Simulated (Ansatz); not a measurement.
AlSn in Ansatz: the effect of functional

Crystal: AlSn.

```
Sn Al
1.0
     4.16993    0.00000    0.00000
    -2.08496    3.61126    0.00000
     0.00000    0.00000    3.28465
Sn Al
1 1
Direct
  0.33333 0.66667 0.50000
  0.00000 0.00000 0.00000
```

The cell comes from a database or a generator and needn't be the stable form of this composition.

The cell isn't the ideal one: volume scaled by 0.98.

Alike in all runs:

```yaml
Program: Ansatz 0.2.0
Task: single point
Potentials_or_basis: Ansatz PAW
k_mesh: 7 × 7 × 8
Occupations: fermi-dirac, width 0.05 eV
Spin: no spin polarisation
```

| functional | cutoff | pressure (GPa) |
| --- | --- | --- |
| LDA | 420 eV (not typed: the program's choice for these potentials) | -2.1 |
| PBEsol | 420 eV (not typed: the program's choice for these potentials) | -0.8 |
| r2SCAN | 500 eV (not typed: the program's choice for these potentials) | ? |

Q: What does the run with functional r2SCAN give?

A: Pressure 0.0 GPa.

Caveats: the PAW data sets come from PBE, with cores solved anew for the run's functional, which leaves a small shift of forces and pressure.
